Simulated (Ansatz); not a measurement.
# r2SCAN/6-31G(d) (spherical functions) run of C3H9BO3 (trimethyl borate)

What is the electronic atomisation energy of C3H9BO3 (trimethyl borate) at r2SCAN/6-31G* (spherical functions)? 

The calculation is run with Ansatz 0.2.0.

53 further runs of the same task are left out: 53 set aside as unsound or not needed.

## (1) The system as given

C3H9BO3 has 16 atoms, charge 0, and is taken as a singlet. As SMILES, `COB(OC)OC`. Geometry: relaxed at PBE0-D4/def2-TZVP.

Bond lengths: C1–O2 1.412 Å, O2–B3 1.363 Å, B3–O4 1.363 Å, O4–C5 1.412 Å, B3–O6 1.363 Å, O6–C7 1.412 Å, C1–H8 1.093 Å, C1–H9 1.093 Å, C1–H10 1.090 Å, C5–H11 1.093 Å, C5–H12 1.093 Å, C5–H13 1.090 Å, C7–H14 1.093 Å, C7–H15 1.093 Å, C7–H16 1.090 Å. Some angles: C1–O2–B3 120.2°, O2–B3–O4 120.0°, O2–B3–O6 120.0°, O4–B3–O6 120.0°, B3–O4–C5 120.2°, B3–O6–C7 120.2°, O2–C1–H8 111.3°, O2–C1–H9 111.3°, O2–C1–H10 107.6°, O4–C5–H11 111.3°.

## (2) A single-point energy at r2SCAN/6-31G(d) (spherical functions)

job.yaml reads:

```yaml
crystal:
  periodic: [false, false, false]
  atoms:
    - {symbol: C, position_ang: [0.495720, -0.646730, -2.262610]}
    - {symbol: O, position_ang: [-0.175840, 0.182850, -1.338690]}
    - {symbol: B, position_ang: [0.000140, 0.000100, 0.000000]}
    - {symbol: O, position_ang: [0.825800, -0.985800, 0.450290]}
    - {symbol: C, position_ang: [1.010960, -1.178550, 1.836440]}
    - {symbol: O, position_ang: [-0.650070, 0.802840, 0.888440]}
    - {symbol: C, position_ang: [-1.506700, 1.825270, 0.426170]}
    - {symbol: H, position_ang: [1.580410, -0.565040, -2.153520]}
    - {symbol: H, position_ang: [0.214930, -1.695090, -2.131270]}
    - {symbol: H, position_ang: [0.211110, -0.322610, -3.263990]}
    - {symbol: H, position_ang: [1.432620, -0.286900, 2.307940]}
    - {symbol: H, position_ang: [0.066710, -1.416360, 2.333400]}
    - {symbol: H, position_ang: [1.702440, -2.011880, 1.963760]}
    - {symbol: H, position_ang: [-0.965900, 2.546210, -0.192620]}
    - {symbol: H, position_ang: [-2.330740, 1.415550, -0.163930]}
    - {symbol: H, position_ang: [-1.911590, 2.336140, 1.300180]}
basis:
  gaussian: {orbitals: 6-31G_st_-spherical.json}
hamiltonian: {xc: {name: r2SCAN}}
accuracy: high
output: {orbitals: {seedname: orbitals}}
```

The basis set 6-31G* is read from a file made from the Basis Set Exchange's data (not shown).

Launch:

```
ansatz run job.yaml --threads 1 --pin off --max-ram 3480MiB --events-out events.jsonl --progress --plain --runs-dir runs
```

Standard output:

```text
Warning: RAYON_NUM_THREADS=1 ignored (pool sized by the plan → 1); use --threads N
Functional definition: r2SCAN
  name "r2SCAN"
  parameter k0 = 0.174
  parameter k1 = 0.065
  parameter a1 = 4.9479
  exchange = r2scan_x(k0 = k0, k1 = k1, a1 = a1)
  correlation = r2scan_c
2909 factors; integrals over basis functions are off by at most 6.4e-9 eV
mean field evaluation 1: about -10063.2414 eV, gradient 6.8e1 eV
mean field evaluation 2: about -10056.0599 eV, gradient 9.2e1 eV
mean field evaluation 4: about -10072.5737 eV, gradient 2.9e0 eV
mean field evaluation 8: about -10072.5871 eV, gradient 1.9e-1 eV
mean field evaluation 16: about -10072.5872 eV, gradient 1.5e-5 eV
mean field -10072.58722362 eV, -370.1607530231 hartree, gradient 9.1e-8 eV, S^2 0.000000; 0 other end points of the search recorded, 0 dependent functions left out
reference -10072.58722431 eV, -370.1607530486 hartree; 28, 28 occupied and 88, 88 virtual orbitals, 2909 factors
Total energy: -10072.58722431 eV, -370.1607530486 hartree
```

It took 24 s on 1 thread of Arm Neoverse V2, shared host; peak memory 0.48 GiB.

## (3) The B atom, same level

input.yaml reads:

```yaml
crystal:
  periodic: [false, false, false]
  atoms:
    - {symbol: B, position_ang: [0.000000, 0.000000, 0.000000]}
basis:
  gaussian: {orbitals: 6-31G_st_-spherical.json}
magnetization: {spin_polarized: true, initial_magnetization: 1}
hamiltonian: {xc: r2scan}
accuracy: high
```

The basis set 6-31G* is read from a file made from the Basis Set Exchange's data (not shown).

Run the same way, it converges to -24.62689 Eh (log not shown).

## (4) The C atom at the same level

job.yaml reads:

```yaml
crystal:
  periodic: [false, false, false]
  atoms:
    - {symbol: C, position_ang: [0.000000, 0.000000, 0.000000]}
basis:
  gaussian: {orbitals: 6-31G_st_-spherical.json}
hamiltonian: {xc: {name: r2SCAN}}
accuracy: high
magnetization: {spin_polarized: true, initial_magnetization: 2}
```

The basis set 6-31G* is read from a file made from the Basis Set Exchange's data (not shown).

Run the same way, it converges to -37.81920 Eh (log not shown).

## (5) The H atom at the same level

input.yaml reads:

```yaml
crystal:
  periodic: [false, false, false]
  atoms:
    - {symbol: H, position_ang: [0.000000, 0.000000, 0.000000]}
basis:
  gaussian: {orbitals: "6-31G*"}
magnetization: {spin_polarized: true, initial_magnetization: 1}
hamiltonian: {xc: {name: r2SCAN}}
accuracy: high
```

Run the same way, it converges to -0.49823 Eh (log not shown).

## (6) The O atom at the same level

input.yaml reads:

```yaml
crystal:
  periodic: [false, false, false]
  atoms:
    - symbol: O
      position_ang: [0.000000, 0.000000, 0.000000]
basis:
  gaussian:
    orbitals: 6-31G_st_-spherical.json
magnetization:
  spin_polarized: true
  initial_magnetization: 2
hamiltonian:
  xc: r2scan
accuracy: high
```

The basis set 6-31G* is read from a file made from the Basis Set Exchange's data (not shown).

Run the same way, it converges to -75.02239 Eh (log not shown).

## (7) Summary of results

Level: r2SCAN/6-31G* (spherical functions).

```
                     quantity          value
       molecule: total energy  -370.16075 Eh
        molecule: HOMO energy       -6.57 eV
        molecule: LUMO energy        2.01 eV
      molecule: HOMO–LUMO gap        8.58 eV
         B atom: total energy   -24.62689 Eh
                 B atom: ⟨S²⟩          0.753
         C atom: total energy   -37.81920 Eh
                 C atom: ⟨S²⟩          2.004
         H atom: total energy    -0.49823 Eh
                 H atom: ⟨S²⟩          0.750
         O atom: total energy   -75.02239 Eh
                 O atom: ⟨S²⟩          2.003
electronic atomisation energy      68.710 eV
```

**Reading.** Taking the molecule apart into free atoms costs 68.71 eV (6630 kJ/mol), before zero-point energy and without spin-orbit coupling.
